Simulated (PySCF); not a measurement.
# C7H16OP2Se: the cost of one run

Programs: PySCF 2.14.0, with routines of our own; each step states its level. All values are computed. Atoms count from 0.

## 1. The system as given

27 atoms, charge 0, multiplicity 1; geometry from: GFN2-xTB.

## 2. Magnetic properties: GIAO PBE0/pcSseg-1

Job settings and geometry (Å):

```
{"job": {"kind": "mag", "xc": "PBE0", "basis": "pcSseg-1", "isotopologues": 0}, "charge": 0, "multiplicity": 1}
C      3.941047    -1.103525     0.262965
P      2.220076    -1.018088     0.926194
C      1.468708     0.000614    -0.445584
P     -0.096750     0.751272     0.153505
Se     0.182880     2.405507     1.404205
C     -0.983151     1.146772    -1.471865
C     -1.754721     2.414702    -1.461815
O     -0.851955     0.389131    -2.393983
C     -1.085693    -0.636087     0.901003
C     -1.095822    -1.882812     0.029811
C     -2.488724    -0.116774     1.191977
H      3.960678    -1.777825    -0.592949
H      4.305724    -0.121567    -0.034680
H      4.589059    -1.512705     1.036201
H      2.446403     0.082717     1.761722
H      2.134291     0.820051    -0.738504
H      1.255103    -0.628558    -1.315424
H     -2.338978     2.536146    -2.370847
H     -2.389739     2.449804    -0.576285
H     -1.044171     3.237613    -1.363384
H     -0.568589    -0.841951     1.849890
H     -0.097807    -2.312385    -0.046288
H     -1.751887    -2.629007     0.474836
H     -1.459877    -1.658049    -0.971127
H     -3.043554     0.029144     0.265154
H     -3.034420    -0.828466     1.808138
H     -2.438027     0.830751     1.729299
```

With the program's defaults for keys left out, this is: GIAO PBE0/pcSseg-1 magnetisability, rotational g tensor and spin-rotation constants, non-relativistic, gas phase.

Command:

```sh
> OMP_NUM_THREADS=1 python excited_run.py task.json out
```

This one command runs all jobs of the session in turn.

Q: Estimate the wall time and peak memory of this first job on 1 thread of Intel Xeon at 2.50GHz, shared host.

About 5.6 min, with a peak of 1.8 GiB.
